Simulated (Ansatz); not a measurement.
Task: vertical spin-state energies of C2H6Cl2Si, SMILES CC[SiH](Cl)Cl, with the Python package of Ansatz (0.2.0). Give the script and its output. Use (for the species named): PBE, cc-pVDZ basis, multiplicity 1.

| atom | x (Å) | y (Å) | z (Å) |
| --- | --- | --- | --- |
| C | 0.7252 | 1.1118 | 0.6213 |
| C | -0.5225 | 0.4415 | -0.0117 |
| Si | -0.3089 | -1.3517 | -0.4263 |
| Cl | -1.9245 | -2.1271 | -1.1921 |
| Cl | 1.1404 | -1.5849 | -1.8902 |
| H | 1.5414 | 1.1663 | -0.0642 |
| H | 0.4514 | 2.2035 | 0.8244 |
| H | 1.0163 | 0.7038 | 1.5456 |
| H | -0.8017 | 0.9966 | -0.8815 |
| H | -1.3641 | 0.5381 | 0.7020 |
| H | 0.1124 | -2.1550 | 0.7932 |

`c2h6cl2si_spin.py`
```python
"""Gap between spin states of C2H6Cl2Si at one geometry."""

import ansatz as az
from ase import Atoms

BASIS = "cc-pVDZ"
FUNCTIONAL = "pbe"

atoms = Atoms(["C", "C", "Si", "Cl", "Cl", "H", "H", "H", "H", "H", "H"], positions=[
    (0.7252, 1.1118, 0.6213),
    (-0.5225, 0.4415, -0.0117),
    (-0.3089, -1.3517, -0.4263),
    (-1.9245, -2.1271, -1.1921),
    (1.1404, -1.5849, -1.8902),
    (1.5414, 1.1663, -0.0642),
    (0.4514, 2.2035, 0.8244),
    (1.0163, 0.7038, 1.5456),
    (-0.8017, 0.9966, -0.8815),
    (-1.3641, 0.5381, 0.702),
    (0.1124, -2.155, 0.7932),
])
system = az.Crystal.molecule_from_ase(atoms)

setup = (
    system.calculation()
    .basis(gaussian=BASIS)
    .functional(FUNCTIONAL)
)
found = {}
for unpaired in [0, 2]:
    rep = setup.spin("collinear", total=unpaired).run(threads=1, backend="cpu").report
    s = unpaired / 2
    found[unpaired] = rep["free_energy_ev"]
    print(f"2S+1 = {unpaired + 1}: E = {found[unpaired]:.5f} eV, <S^2> = {abs(rep['mean_field']['state']['spin_squared']):.3f} (pure state {s * (s + 1):.2f})")
lowest = min(found, key=found.get)
for unpaired, e in found.items():
    print(f"multiplicity {unpaired + 1}: {23.060548 * (e - found[lowest]):.1f} kcal/mol above the lowest")
```

Running `python c2h6cl2si_spin.py` prints:
```text
2S+1 = 1: E = -35080.10973 eV, <S^2> = 0.000 (pure state 0.00)
2S+1 = 3: E = -35073.32981 eV, <S^2> = 2.002 (pure state 2.00)
multiplicity 1: 0.0 kcal/mol above the lowest
multiplicity 3: 156.3 kcal/mol above the lowest
```

In order: multiplicity 1 (+0.00 eV) and multiplicity 3 (+6.78 eV), all at the one geometry.

What to keep in mind:
- Total energies depend on the basis set; only differences at equal settings carry meaning.
- The geometry is a force-field or estimated start, not a minimum of this method, and the basis set is short of its limit. All parts are taken at fixed geometry, without zero-point energy.
- Wall time of the script: 36 s on 1 thread of Arm Neoverse V1, with other jobs on the host, peak memory 0.31 GiB.
